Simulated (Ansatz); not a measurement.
**In2As3: from a guess to a relaxed structure**

Aim: relax a trial structure of In2As3 and see where it ends.

Computed with Ansatz 0.2.0 (DFT PBE, scalar-relativistic, plane waves, PAW, unless a step's input says otherwise).

## 1. Starting point

The structure is hexagonal, space group P6/mmm (No. 191). Conventional cell: a = 6.288 Å, b = 6.288 Å, c = 4.026 Å, α = 90.00°, β = 90.00°, γ = 120.00°. Around In (site symmetry -6m2) lie 3 As at 1.82 Å. Around As (site symmetry mmm) lie 2 In at 1.82 Å.

As a file:

```cif
data_structure
_symmetry_space_group_name_H-M 'P 1'
_symmetry_Int_Tables_number 1
_cell_length_a 6.2878
_cell_length_b 6.2878
_cell_length_c 4.0265
_cell_angle_alpha 90.000
_cell_angle_beta 90.000
_cell_angle_gamma 120.000
_cell_volume 137.87
loop_
_atom_site_label
_atom_site_type_symbol
_atom_site_fract_x
_atom_site_fract_y
_atom_site_fract_z
_atom_site_occupancy
In1 In 0.33333 0.66667 0.00000 1
In2 In 0.66667 0.33333 0.00000 1
As1 As 0.50000 0.00000 0.00000 1
As2 As 0.00000 0.50000 0.00000 1
As3 As 0.50000 0.50000 0.00000 1
```

A structure generator made this guess: random cell by space group and Wyckoff sites (P6/mmm, No. 191). The dimensions are guesses.

## 2. The guess as it stands, on a coarse mesh

input.yaml

```yaml
crystal:
  lattice:
    - [6.28780687, 0.0, 0.0]
    - [-3.14390343, 5.44540048, 0.0]
    - [0.0, 0.0, 4.02648631]
  atoms:
    - { symbol: In, position: [0.33333333, 0.66666667, 0.0] }
    - { symbol: In, position: [0.66666667, 0.33333333, 0.0] }
    - { symbol: As, position: [0.5, 0.0, 0.0] }
    - { symbol: As, position: [0.0, 0.5, 0.0] }
    - { symbol: As, position: [0.5, 0.5, 0.0] }
basis:
  ecutwfc: 420
kpoints:
  mp_grid: { grid: [3, 3, 4] }
hamiltonian:
  xc: pbe
scf:
  occupations: { method: gaussian, width: 0.1 }
  lower_state_search: "off"
output:
  forces: true
  stress: true
  eigenvalues: true
```

Launch:

```
> ansatz run input.yaml --threads 1 --pin off --max-ram 2560MiB --backend cpu --events-out ev --progress --plain --runs-dir out
```

Further runs follow: coarse relaxation; another rough relaxation; final relaxation.

Q: Predict the outcome of this session. Wanted: conventional cell; volume; energy over the elements; gap on the mesh.

The runs gave:

| quantity | value |
| --- | --- |
| symmetry at the end (tolerance 0.05 Å) | space group P6/mmm (No. 191) |
| conventional cell | a = 9.541 Å, b = 9.541 Å, c = 2.770 Å, α = 90.00°, β = 90.00°, γ = 120.00° |
| volume | 43.67 Å³/atom |
| energy over the elements | +0.46 eV/atom |
| gap on the mesh | none (metal) |

The space group P6/mmm (No. 191) is kept, and the volume per atom grows by 58.4 % from the first guess. With a positive formation energy it can't be a ground state. No finished test with a distortion of lower symmetry is shown, so the end may be a saddle point.
